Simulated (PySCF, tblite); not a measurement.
# C₇H₁₂OSi: geometry, infrared bands and NMR shifts

What infrared bands and NMR shifts should C₇H₁₂OSi (`CCCc1coc([SiH3])c1`) show?

Programs: tblite 0.8.0 and PySCF 2.14.0, with density-fitted response routines of our own. Each step states its level of theory. These are calculated values for one molecule in the gas phase, unless marked as measured. Atoms count from 0, in the outputs and in this text.

### 1 The starting structure

21 atoms, charge 0, multiplicity 1; geometry from: force field or distance geometry start.

Bonds of the start (Å): C0–C1 1.52, C1–C2 1.53, C2–C3 1.48, C3–C4 1.39, C4–O5 1.35, O5–C6 1.38, C6–Si7 1.87, C6–C8 1.38, C8–C3 1.42, C0–H9 1.09, C0–H10 1.08, C0–H11 1.11, C1–H12 1.11, C1–H13 1.09, C2–H14 1.09, C2–H15 1.10, C4–H16 1.08, Si7–H17 1.48, Si7–H18 1.49, Si7–H19 1.49, C8–H20 1.09.

### 2 Optimising the geometry with GFN2-xTB

Job settings and geometry (Å):

```
{"job": {"kind": "relax", "xc": "GFN2-xTB", "basis": "xTB"}, "charge": 0, "multiplicity": 1}
C     -2.420100     1.086300     0.671900
C     -2.530100    -0.230400    -0.082400
C     -1.423800    -0.415900    -1.126500
C     -0.065800    -0.563700    -0.566200
C      0.469600    -1.698600     0.034100
O      1.738900    -1.475100     0.427700
C      2.074900    -0.174400     0.105600
Si     3.784900     0.435200     0.547800
C      0.975700     0.399600    -0.506000
H     -2.453500     1.932900    -0.018500
H     -1.513200     1.148700     1.262700
H     -3.278200     1.192700     1.361300
H     -2.502200    -1.058200     0.659700
H     -3.497300    -0.281300    -0.572700
H     -1.668900    -1.293900    -1.726100
H     -1.451900     0.437900    -1.812200
H      0.090000    -2.686100     0.225500
H      4.000400     0.360600     2.012100
H      3.921700     1.849900     0.116900
H      4.822400    -0.375200    -0.143400
H      0.917800     1.426000    -0.871600
```

Run with:

```sh
> OMP_NUM_THREADS=1 python probes_run.py task.json out
```

The driver reads the jobs from task.json and runs them one after another.

**Question.** This job is followed by: GFN2-xTB harmonic vibrations, gas phase; GIAO PBE0/pcSseg-1 NMR shielding, non-relativistic, gas phase. Predict these results of the whole session: strongest single infrared mode (GFN2-xTB); zero-point energy (GFN2-xTB); ¹³C shifts against TMS (PBE0/pcSseg-1); ¹H shifts against TMS (PBE0/pcSseg-1, means over atoms taken as alike); ¹⁷O shifts against H2O (PBE0/pcSseg-1); ²⁹Si shifts against TMS (PBE0/pcSseg-1).

As calculated:

```
                                                              quantity                                             value
                             strongest single infrared mode (GFN2-xTB)                             2250 cm⁻¹, 394 km/mol
                                          zero-point energy (GFN2-xTB)                                    104.2 kcal/mol
                                ¹³C shifts against TMS (PBE0/pcSseg-1)  152.2, 151.6, 134.8, 133.7, 31.2, 30.0, 14.7 ppm
¹H shifts against TMS (PBE0/pcSseg-1, means over atoms taken as alike)            7.75, 6.95, 4.45, 2.58, 1.51, 0.91 ppm
                                ¹⁷O shifts against H2O (PBE0/pcSseg-1)                                         323.6 ppm
                               ²⁹Si shifts against TMS (PBE0/pcSseg-1)                                         -87.5 ppm
```

**Reading.** Relaxing lowered the energy by 0.098 eV in 80 steps; the close pair that moved most is C3–C4, from 1.391 to 1.366 Å. No mode is imaginary among the 57: a minimum at this level. The strongest single mode, at 2250 cm⁻¹, moves mainly H17 and H19. Unscaled tight-binding wavenumbers are off by several per cent, some by more. Its intensities can rank the bands wrongly. At PBE0/pcSseg-1: Shielding is most anisotropic at O5 (span 377 ppm, paramagnetic term -387 ppm). NICS(1)zz of -26 ppm above the planar ring from C3 marks a diatropic (aromatic) ring current.
